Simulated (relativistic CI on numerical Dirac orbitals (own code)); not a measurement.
# Ag XXXIII (Ag³²⁺): levels and lines

The task is the spectrum of Ag³²⁺: levels, purity of their labels, lifetimes and lines; further runs change one setting each.

Method: Dirac-Coulomb-Breit CI, KLI orbitals optimised for each configuration, model QED (radiative potential, 1s self-energy scaled to tabulated hydrogen-like ionisation energies). Code: relativistic CI on numerical Dirac orbitals (own code) version 4.

**1. The system**

- ion: Ag³²⁺ (Ag XXXIII)
- nuclear charge: 47
- electrons: 15
- isotope: A = 107
- first configuration typed: [Ne] 3s2 3p3

The outer shells:

first configuration typed
```
[Ne] core
3s [↑↓]
3p [↑ ][↑ ][↑ ]
```

**2. The main run**

Input settings:

```ini
atom Ag  Z=47  charge=32  electrons=15
nucleus A=107  rms_radius_fm=4.5454
hamiltonian dirac-coulomb  breit=on  qed=on  c_scale=1
orbitals kli  potential=per-configuration
slater_scale 1
correlation none
mixing on
configurations
  [Ne] 3s2 3p3
  [Ne] 3s 3p4
  [Ne] 3s2 3p2 3d
  [Ne] 3p5
  [Ne] 3s 3p3 3d
  [Ne] 3p4 3d
  [Ne] 3s 3p2 3d2
  [Ne] 3s2 3p 3d 4p
  [Ne] 3p4 4s
  [Ne] 3s 3p2 3d 4s
  [Ne] 3p4 4p
  [Ne] 3s2 3p2 4s
  [Ne] 3s2 3p 3d2
  [Ne] 3s2 3d3
  [Ne] 3s 3p 3d3
  [Ne] 3s2 3d2 4s
  [Ne] 3p3 3d2
  [Ne] 3p2 3d3
  [Ne] 3p2 3d2 4s
  [Ne] 3s2 3p 3d 4s
  [Ne] 3s 3p 3d2 4s
  [Ne] 3s2 3d 4s2
  [Ne] 3s 3p2 3d 4p
  [Ne] 3s 3p 3d2 4p
  [Ne] 3p2 3d2 4p
  [Ne] 3s 3p 3d 4s 4p
end
```

The run is started by

```bash
$ python run_levels.py task.json out
```

The settings of every run stand in task.json; they run in order.

**3. Slater integrals scaled by 0.9**

The settings differ from step 2 so:

```diff
@@ -4,3 +4,3 @@
 orbitals kli  potential=per-configuration
-slater_scale 1
+slater_scale 0.9
 correlation none
```

**4. Without the Breit term**

The settings differ from step 3 so:

```diff
@@ -2,5 +2,5 @@
 nucleus A=107  rms_radius_fm=4.5454
-hamiltonian dirac-coulomb  breit=on  qed=on  c_scale=1
+hamiltonian dirac-coulomb  breit=off  qed=on  c_scale=1
 orbitals kli  potential=per-configuration
-slater_scale 0.9
+slater_scale 1
 correlation none
```

**5. One common potential**

The settings differ from step 4 so:

```diff
@@ -2,4 +2,4 @@
 nucleus A=107  rms_radius_fm=4.5454
-hamiltonian dirac-coulomb  breit=off  qed=on  c_scale=1
-orbitals kli  potential=per-configuration
+hamiltonian dirac-coulomb  breit=on  qed=on  c_scale=1
+orbitals kli  potential=mean
 slater_scale 1
```

(Steps that only read results are left out.)

**Question.** What will these runs give? Wanted: lowest level; first excitation; lowest level of the other parity; fastest E1 line; ionisation energy.

**Answer**, as computed:

| run | time | mean size of shift, levels followed (cm⁻¹) | lowest level | ionisation energy (eV) |
| --- | --- | --- | --- | --- |
| main run | 2.3 s | 0 | 3p3 [3p3/2] J=3/2° | 1961.2 |
| Slater integrals scaled by 0.9 | 2.3 s | 7815 | 3p3 [3p3/2] J=3/2° | 1961.0 |
| without the Breit term | 1.9 s | 5025 | 3p3 [3p3/2] J=3/2° | 1962.3 |
| one common potential | 2 s | 167 | 3p3 [3p3/2] J=3/2° | - |

The semi-empirical ionisation energy (NIST) is 1979 eV.

```
                                                                         quantity                                                 value
                                                                     lowest level                                    3p3 [3p3/2] J=3/2°
                                                                 first excitation               3p3 [3p1/2 3p3/2^2] J=3/2°, 279641 cm⁻¹
                                                 lowest level of the other parity                             3s 3p4 4P5/2, 948535 cm⁻¹
                                                              levels in the model                                                  3317
fastest E1 line (by rate) to the lowest level among the lowest 200 of 3317 levels  6.632 nm, from 3p2 3d [3p1/2 3p3/2 3d3/2] J=3/2 (ii)
                                                                ionisation energy                                             1961.2 eV
                                         ionisation energy, semi-empirical (NIST)                                               1979 eV
```

In words: The lowest level is 3p3 [3p3/2] J=3/2°, 39 % pure in LS and 95 % in jj coupling; over the low levels the means are 52 and 81 %, so jj coupling describes them better. Against the semi-empirical ionisation energy the result lies 0.90 % low. Of the changes tried, the run «Slater integrals scaled by 0.9» moves the low levels most, by 7815 cm⁻¹ on average. NIST names this ground level 4S°3/2; the leading computed term differs because terms mix. Lifetimes count radiative decay inside the model alone.
